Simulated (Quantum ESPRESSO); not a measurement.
# ErH (Fm-3m) in Quantum ESPRESSO: reference runs

Aim: a first look at ErH with PBE, on the cell as given.

Everything below comes from runs of Quantum ESPRESSO 7.5. Logs are shortened: lines on timing, memory, paths and dates and some standing lists are left out, and cuts for length are marked.

## Step 1: The crystal as given

The structure is cubic, space group Fm-3m (No. 225). The conventional cell has a = 4.872 Å, b = 4.872 Å, c = 4.872 Å, α = 90.00°, β = 90.00°, γ = 90.00°. Around Er (site symmetry m-3m) lie 6 H at 2.44 Å. H (site symmetry m-3m) has 6 Er at 2.44 Å as nearest neighbours.

The cell comes from a database or a generator and needn't be the stable form of this composition.

## Step 2: Single point, PBE, collinear spin, ferromagnetic start

File pw.in:

```
&CONTROL
  calculation = 'scf'
  prefix = 'pwscf'
  outdir = './tmp'
  pseudo_dir = './pseudo'
  tprnfor = .true.
  tstress = .true.
  disk_io = 'nowf'
/
&SYSTEM
  ibrav = 0
  nat = 2
  ntyp = 2
  ecutwfc = 60
  ecutrho = 480
  nbnd = 21
  occupations = 'smearing'
  smearing = 'fd'
  degauss = 0.00367493
  nspin = 2
  starting_magnetization(1) = 0.1364
  starting_magnetization(2) = 0
/
&ELECTRONS
  conv_thr = 4d-10
  electron_maxstep = 120
  mixing_beta = 0.3
/
ATOMIC_SPECIES
Er   167.2590 Er.paw.z_22.atompaw.wentzcovitch.v1.2.upf
H      1.0080 H.pbe-rrkjus_psl.1.0.0.UPF
CELL_PARAMETERS angstrom
   0.0000000000    2.4358500000    2.4358500000
   2.4358500000    0.0000000000    2.4358500000
   2.4358500000    2.4358500000    0.0000000000
ATOMIC_POSITIONS crystal
Er     0.0000000000    0.0000000000    0.0000000000
H      0.5000000000    0.5000000000    0.5000000000
K_POINTS automatic
9 9 9 0 0 0
```

Potentials or basis: SSSP 1.3 efficiency PBE.

Launch:

```
$ OMP_NUM_THREADS=1 pw.x -in pw.in > pw.out
```

pw.out:

```text
This program is part of the open-source Quantum ESPRESSO suite
     for quantum simulation of materials; please cite
         "P. Giannozzi et al., J. Phys.:Condens. Matter 21 395502 (2009);
         "P. Giannozzi et al., J. Phys.:Condens. Matter 29 465901 (2017);
         "P. Giannozzi et al., J. Chem. Phys. 152 154105 (2020);
     in publications or presentations arising from this work. More details at

     file Er.paw.z_22.atompaw.wentzcovitch.v1.2.upf: wavefunction(s)  6S 0P 5D 0D 4F 0F renormalized
     Message from routine setup:
     using ibrav=0 with symmetry is DISCOURAGED, use correct ibrav instead

     G-vector sticks info
     --------------------
     sticks:   dense  smooth     PW     G-vecs:    dense   smooth      PW
     Sum        1393     703    211                34621    12195    2085

     Using Slab Decomposition

     bravais-lattice index     =            0
     lattice parameter (alat)  =       6.5098  a.u.
     unit-cell volume          =     195.0645 (a.u.)^3
     number of atoms/cell      =            2
     number of atomic types    =            2
     number of electrons       =        23.00
     number of Kohn-Sham states=           21
     kinetic-energy cutoff     =      60.0000  Ry
     charge density cutoff     =     480.0000  Ry
     scf convergence threshold =      4.0E-10
     mixing beta               =       0.3000
     number of iterations used =            8  plain     mixing
     Exchange-correlation= PBE
                           (   1   4   3   4   0   0   0)

     celldm(1)=   6.509751  celldm(2)=   0.000000  celldm(3)=   0.000000
     celldm(4)=   0.000000  celldm(5)=   0.000000  celldm(6)=   0.000000

     crystal axes: (cart. coord. in units of alat)
               a(1) = (   0.000000   0.707107   0.707107 )
               a(2) = (   0.707107   0.000000   0.707107 )
               a(3) = (   0.707107   0.707107   0.000000 )

     reciprocal axes: (cart. coord. in units 2 pi/alat)
               b(1) = ( -0.707107  0.707107  0.707107 )
               b(2) = (  0.707107 -0.707107  0.707107 )
               b(3) = (  0.707107  0.707107 -0.707107 )

     PseudoPot. # 1 for Er read from file:
     Er.paw.z_22.atompaw.wentzcovitch.v1.2.upf
     Pseudo is Projector augmented-wave + core cor, Zval = 22.0
     Generated using ATOMPAW code
     Shape of augmentation charge: BESSEL
     Using radial grid of 1114 points,  8 beta functions with:
                l(1) =   0
                l(2) =   0
                l(3) =   1
                l(4) =   1
                l(5) =   2
                l(6) =   2
                l(7) =   3
                l(8) =   3
     Q(r) pseudized with 0 coefficients

     PseudoPot. # 2 for H  read from file:
     H.pbe-rrkjus_psl.1.0.0.UPF
     Pseudo is Ultrasoft, Zval =  1.0
     Generated using "atomic" code by A. Dal Corso  v.5.1
     Using radial grid of  929 points,  2 beta functions with:
                l(1) =   0
                l(2) =   0
     Q(r) pseudized with 0 coefficients

     atomic species   valence    mass     pseudopotential
     Er               22.00   167.25900     Er( 1.00)
     H                 1.00     1.00800     H ( 1.00)

     Starting magnetic structure
     atomic species   magnetization
     Er              0.136
     H               0.000

     48 Sym. Ops., with inversion, found

   Cartesian axes

     site n.     atom                  positions (alat units)
         1        Er     tau(   1) = (   0.0000000   0.0000000   0.0000000  )
         2        H      tau(   2) = (   0.7071068   0.7071068   0.7071068  )

     number of k points=    35  Fermi-Dirac smearing, width (Ry)=  0.0037
                       cart. coord. in units 2pi/alat
        k(    1) = (   0.0000000   0.0000000   0.0000000), wk =   0.0013717
        k(    2) = (   0.0785674   0.0785674  -0.0785674), wk =   0.0109739
        k(    3) = (   0.1571348   0.1571348  -0.1571348), wk =   0.0109739
        k(    4) = (   0.2357023   0.2357023  -0.2357023), wk =   0.0109739
        k(    5) = (   0.3142697   0.3142697  -0.3142697), wk =   0.0109739
        k(    6) = (   0.1571348   0.0000000  -0.0000000), wk =   0.0082305
[... 27 lines left out ...]
        k(   34) = (  -0.0000000  -0.4714045   0.6285394), wk =   0.0329218
        k(   35) = (  -0.0785674  -0.3928371   0.7071068), wk =   0.0329218

     Dense  grid:    34621 G-vectors     FFT dimensions: (  45,  45,  45)

     Smooth grid:    12195 G-vectors     FFT dimensions: (  36,  36,  36)

     Generating pointlists ...
     new r_m :   0.2917 (alat units)  1.8988 (a.u.) for type    1
     new r_m :   0.2917 (alat units)  1.8988 (a.u.) for type    2

     Initial potential from superposition of free atoms

     starting charge      22.9958, renormalised to      23.0000
     Starting wfcs are   33 randomized atomic wfcs

     Self-consistent Calculation

     iteration #  1     ecut=    60.00 Ry     beta= 0.30
     Davidson diagonalization with overlap
     ethr =  1.00E-02,  avg # of iterations =  6.7

     total energy              =    -886.28000579 Ry
     estimated scf accuracy    <       1.22925506 Ry

     total magnetization       =     1.09 Bohr mag/cell
     absolute magnetization    =     1.12 Bohr mag/cell

     iteration #  2     ecut=    60.00 Ry     beta= 0.30
     Davidson diagonalization with overlap
     ethr =  5.34E-03,  avg # of iterations =  2.2

     total energy              =    -885.59694871 Ry
     estimated scf accuracy    <      17.86657329 Ry

     total magnetization       =     5.02 Bohr mag/cell
     absolute magnetization    =     5.05 Bohr mag/cell

     iteration #  3     ecut=    60.00 Ry     beta= 0.30
     Davidson diagonalization with overlap
     ethr =  5.34E-03,  avg # of iterations =  2.0

     total energy              =    -887.08644947 Ry
     estimated scf accuracy    <       0.01469223 Ry

     total magnetization       =     2.44 Bohr mag/cell
     absolute magnetization    =     2.45 Bohr mag/cell
[... 115 lines left out ...]
     total energy              =    -887.11780564 Ry
     estimated scf accuracy    <       0.00000003 Ry

     total magnetization       =     2.45 Bohr mag/cell
     absolute magnetization    =     2.55 Bohr mag/cell

     iteration # 16     ecut=    60.00 Ry     beta= 0.30
     Davidson diagonalization with overlap
     ethr =  1.04E-10,  avg # of iterations =  1.0

     total energy              =    -887.11780565 Ry
     estimated scf accuracy    <          2.5E-09 Ry

     total magnetization       =     2.45 Bohr mag/cell
     absolute magnetization    =     2.55 Bohr mag/cell

     iteration # 17     ecut=    60.00 Ry     beta= 0.30
     Davidson diagonalization with overlap
     ethr =  1.10E-11,  avg # of iterations =  1.8

     Magnetic moment per site  (integrated on atomic sphere of radius R)
     atom   1 (R=0.292)  charge= 18.7501  magn=  2.4913
     atom   2 (R=0.292)  charge=  1.4630  magn= -0.0047

     End of self-consistent calculation

 ------ SPIN UP ------------

          k = 0.0000 0.0000 0.0000 (  1471 PWs)   bands (ev):

   -34.8263  -8.4976  -8.4976  -8.4976   6.7805  11.7745  12.2141  12.2141
    12.2141  12.8752  12.8752  12.8752  17.1912  17.1912  17.1912  19.7323
    19.7323  20.8792  25.1187  26.9060  26.9060

          k = 0.0786 0.0786-0.0786 (  1501 PWs)   bands (ev):

   -34.8192  -8.6015  -8.5094  -8.5094   7.1058  11.7835  12.2010  12.2247
    12.2247  12.8526  12.8526  12.8758  16.7350  17.3587  17.3587  19.4652
    19.4652  20.3393  25.9061  27.7285  27.7298

          k = 0.1571 0.1571-0.1571 (  1525 PWs)   bands (ev):

   -34.8012  -8.8545  -8.5391  -8.5391   7.9866  11.8110  12.1704  12.2539
    12.2539  12.8038  12.8038  12.8775  15.5430  17.4225  17.4225  19.4544
    19.4544  19.8501  27.7914  29.5768  29.7372

          k = 0.2357 0.2357-0.2357 (  1528 PWs)   bands (ev):

   -34.7806  -9.1268  -8.5725  -8.5725   9.1813  11.8524  12.1442  12.2917
    12.2917  12.7596  12.7596  12.8793  14.0788  16.9934  16.9934  20.1757
    20.4152  20.4152  27.0306  30.8207  31.0319

          k = 0.3143 0.3143-0.3143 (  1519 PWs)   bands (ev):

   -34.7672  -9.2967  -8.5941  -8.5941  10.3101  11.8885  12.1699  12.3194
    12.3194  12.7359  12.7359  12.7868  12.8806  16.6492  16.6492  21.2463
    21.5055  21.5055  24.4242  29.1480  29.1480

          k = 0.1571 0.0000-0.0000 (  1507 PWs)   bands (ev):
[... 133 lines left out ...]
   -34.7587  -9.2074  -8.7680  -8.6456  10.0112  11.9133  12.2898  12.3180
    12.3484  12.6816  12.7372  12.8182  13.4532  15.9581  17.4709  20.7016
    21.6922  22.8605  24.3060  27.8946  29.7014

          k = 0.4714 0.1571-0.0000 (  1528 PWs)   bands (ev):

   -34.7633  -9.0928  -8.7591  -8.6867   9.1358  11.8957  12.2452  12.2895
    12.3038  12.7347  12.7618  12.7853  14.7383  15.3988  18.8094  19.8004
    21.8826  22.4862  25.7631  26.4522  30.1509

          k =-0.1571-0.4714 0.6285 (  1529 PWs)   bands (ev):

   -34.7528  -9.1351  -8.8535  -8.7169   9.5172  11.9312  12.2830  12.3015
    12.3362  12.7049  12.7392  12.7730  14.4233  15.5210  18.3823  20.6885
    22.2708  22.8790  24.5473  26.1771  29.7025

          k =-0.0786-0.3928 0.5500 (  1535 PWs)   bands (ev):

   -34.7504  -9.1118  -8.9316  -8.7047   9.7747  11.9406  12.2902  12.3130
    12.3718  12.6756  12.7359  12.7714  14.2065  15.6160  18.0145  20.9070
    21.6526  23.0968  24.7345  26.7785  29.3808

          k = 0.0000-0.3143 0.4714 (  1533 PWs)   bands (ev):

   -34.7572  -9.1026  -8.8838  -8.6584   9.7498  11.9170  12.2846  12.2912
    12.3339  12.6886  12.7506  12.7884  14.3855  15.1932  17.9808  20.1737
    22.1240  22.6686  25.6745  26.3348  30.7711

          k =-0.0786-0.5500 0.7071 (  1539 PWs)   bands (ev):

   -34.7477  -9.1719  -8.8243  -8.7746   9.1100  11.9503  12.2783  12.3019
    12.3259  12.7233  12.7413  12.7421  14.2866  16.3451  19.3838  21.6220
    22.6438  22.8290  24.0419  24.5012  27.7348

          k =-0.0000-0.4714 0.6285 (  1533 PWs)   bands (ev):

   -34.7461  -9.1103  -8.9333  -8.7624   9.4001  11.9570  12.2822  12.3030
    12.3526  12.7015  12.7340  12.7447  14.4815  16.0504  18.3705  21.6988
    21.9494  23.7387  23.8372  24.9789  29.1604

          k =-0.0786-0.3928 0.7071 (  1543 PWs)   bands (ev):

   -34.7469  -9.0641  -8.9601  -8.7757   9.5626  11.9536  12.2890  12.2910
    12.3720  12.6867  12.7371  12.7421  15.0366  15.2620  17.8161  21.7893
    22.5087  23.2336  24.1464  24.7397  30.4456

 ------ SPIN DOWN ----------

          k = 0.0000 0.0000 0.0000 (  1471 PWs)   bands (ev):

   -33.7459  -7.7227  -7.7227  -7.7227   6.8077  14.0973  14.0973  14.0973
    14.5600  14.5600  14.5600  14.8129  17.3594  17.3594  17.3594  19.9764
    19.9764  20.8598  25.2383  27.0574  27.0574

          k = 0.0786 0.0786-0.0786 (  1501 PWs)   bands (ev):

   -33.7381  -7.8369  -7.7354  -7.7354   7.1409  14.0670  14.0670  14.0981
    14.5239  14.5726  14.5726  14.7958  16.9404  17.5364  17.5364  19.7067
    19.7067  20.3748  26.0177  27.8873  27.8873

          k = 0.1571 0.1571-0.1571 (  1525 PWs)   bands (ev):

   -33.7183  -8.1138  -7.7674  -7.7674   8.0400  14.0047  14.0047  14.1000
    14.3801  14.6111  14.6111  14.7349  15.9128  17.6106  17.6106  19.7021
    19.7021  19.9811  27.9087  29.7565  29.9117

          k = 0.2357 0.2357-0.2357 (  1528 PWs)   bands (ev):

   -33.6957  -8.4100  -7.8034  -7.8034   9.2591  13.6966  13.9509  13.9509
    14.1022  14.6407  14.6708  14.6708  15.2210  17.1687  17.1687  20.3529
    20.6948  20.6948  27.3099  30.8657  31.1946

          k = 0.3143 0.3143-0.3143 (  1519 PWs)   bands (ev):

   -33.6809  -8.5941  -7.8266  -7.8266  10.4579  12.5512  13.9226  13.9226
    14.1036  14.6156  14.7241  14.7241  15.1128  16.8021  16.8021  21.3984
    21.8340  21.8340  24.7220  29.2436  29.2436

          k = 0.1571 0.0000-0.0000 (  1507 PWs)   bands (ev):
[... 133 lines left out ...]
   -33.6716  -8.4964  -8.0165  -7.8828  10.1240  13.3007  13.9249  13.9500
    14.0292  14.5983  14.7345  14.7499  15.0915  16.1752  17.6539  20.9658
    21.9811  23.1320  24.5045  28.1080  29.9068

          k = 0.4714 0.1571-0.0000 (  1528 PWs)   bands (ev):

   -33.6767  -8.3716  -8.0064  -7.9276   9.1981  13.9087  13.9501  13.9758
    14.3841  14.4837  14.6933  14.7202  15.3621  15.7487  19.0181  20.0454
    22.1848  22.6984  25.9562  26.7187  30.3816

          k =-0.1571-0.4714 0.6285 (  1529 PWs)   bands (ev):

   -33.6652  -8.4168  -8.1094  -7.9605   9.5872  13.8425  13.9272  13.9583
    14.3172  14.5558  14.7284  14.8027  15.1740  15.7877  18.5797  20.9348
    22.5786  23.1620  24.7511  26.4216  29.9107

          k =-0.0786-0.3928 0.5500 (  1535 PWs)   bands (ev):

   -33.6625  -8.3916  -8.1946  -7.9472   9.8594  13.7607  13.9253  13.9545
    14.2344  14.5885  14.7487  14.8400  15.0997  15.8399  18.2077  21.1746
    21.9159  23.3677  24.9799  27.0537  29.5694

          k = 0.0000-0.3143 0.4714 (  1533 PWs)   bands (ev):

   -33.6700  -8.3825  -8.1424  -7.8967   9.8405  13.7453  13.9406  13.9703
    14.1863  14.5785  14.7328  14.9460  15.0542  15.5384  18.1749  20.4435
    22.4203  22.8860  25.8448  26.6336  30.9866

          k =-0.0786-0.5500 0.7071 (  1539 PWs)   bands (ev):

   -33.6595  -8.4558  -8.0770  -8.0233   9.1533  13.8998  13.9225  13.9334
    14.2828  14.5854  14.7197  14.7521  15.1660  16.5359  19.5843  21.9064
    22.9537  23.0887  24.2814  24.7531  27.9281

          k =-0.0000-0.4714 0.6285 (  1533 PWs)   bands (ev):

   -33.6577  -8.3886  -8.1965  -8.0101   9.4564  13.8605  13.9268  13.9271
    14.4086  14.5969  14.7422  14.8607  15.1420  16.2370  18.5665  21.9016
    22.2951  24.0679  24.0881  25.2070  29.3457

          k =-0.0786-0.3928 0.7071 (  1543 PWs)   bands (ev):

   -33.6586  -8.3389  -8.2252  -8.0252   9.6296  13.8325  13.9242  13.9299
    14.5549  14.5556  14.7561  15.0937  15.3099  15.5016  18.0072  22.1055
    22.7654  23.4792  24.4100  24.9992  30.6158

     the Fermi energy is    14.6608 ev

!    total energy              =    -887.11780565 Ry
     estimated scf accuracy    <          1.2E-10 Ry
     smearing contrib. (-TS)   =      -0.00551402 Ry
     internal energy E=F+TS    =    -887.11229163 Ry

     The total energy is F=E-TS. E is the sum of the following terms:
     one-electron contribution =    -239.78149355 Ry
     hartree contribution      =     121.27643413 Ry
     xc contribution           =     -33.85396758 Ry
     ewald contribution        =    -246.74801693 Ry
     one-center paw contrib.   =    -488.00524769 Ry

     total magnetization       =     2.45 Bohr mag/cell
     absolute magnetization    =     2.55 Bohr mag/cell

     convergence has been achieved in  17 iterations

     Forces acting on atoms (cartesian axes, Ry/au):

     atom    1 type  1   force =    -0.00000000    0.00000000   -0.00000000
     atom    2 type  2   force =    -0.00000000   -0.00000000    0.00000000

     Total force =     0.000000     Total SCF correction =     0.000000

     Computing stress (Cartesian axis) and pressure

          total   stress  (Ry/bohr**3)                   (kbar)     P=       12.55
   0.00008528   0.00000000   0.00000000           12.55        0.00        0.00
   0.00000000   0.00008528   0.00000000            0.00       12.55        0.00
   0.00000000   0.00000000   0.00008528            0.00        0.00       12.55

=------------------------------------------------------------------------------=
   JOB DONE.
=------------------------------------------------------------------------------=
```

Run time: 85 s. Hardware: 1 thread of Intel Xeon Platinum 8488C (Sapphire Rapids), shared host; peak memory 0.4 GiB.

Results:

| Item | Value |
| --- | --- |
| Free energy | -12069.8526 eV |
| Pressure | 1.3 GPa |
| Band gap on the k mesh | none (metal or under the smearing width) |
| Net moment | 2.45 μB per cell |
| Absolute moment | 2.55 μB per cell |
| Site moments | Er +2.49; H -0.00 μB |
| Valence electrons inside the program's atomic spheres | Er 18.75; H 1.46 |

Levels at points of the mesh, in eV from the Fermi level:
Spin up:
```csv
k point,band 11,band 12,band 13,band 14,band 15,band 16
"(0.00, 0.00, 0.00)",-1.79,-1.79,2.53,2.53,2.53,5.07
```
Spin down:
| k point | band 6 | band 7 | band 8 | band 9 | band 10 | band 11 | band 12 | band 13 | band 14 | band 15 |
| --- | --- | --- | --- | --- | --- | --- | --- | --- | --- | --- |
| (0.00, 0.00, 0.00) | -0.56 | -0.56 | -0.56 | -0.10 | -0.10 | -0.10 | 0.15 | 2.70 | 2.70 | 2.70 |

Caveat: the magnetic or orbital state may not be the lowest; spin-orbit coupling is left out, which moves the levels of the heavy elements; without U or exact exchange the open f shell lies at the Fermi level, which spoils levels, moments and volumes. The state reached can hang on the start; a lower one may exist.
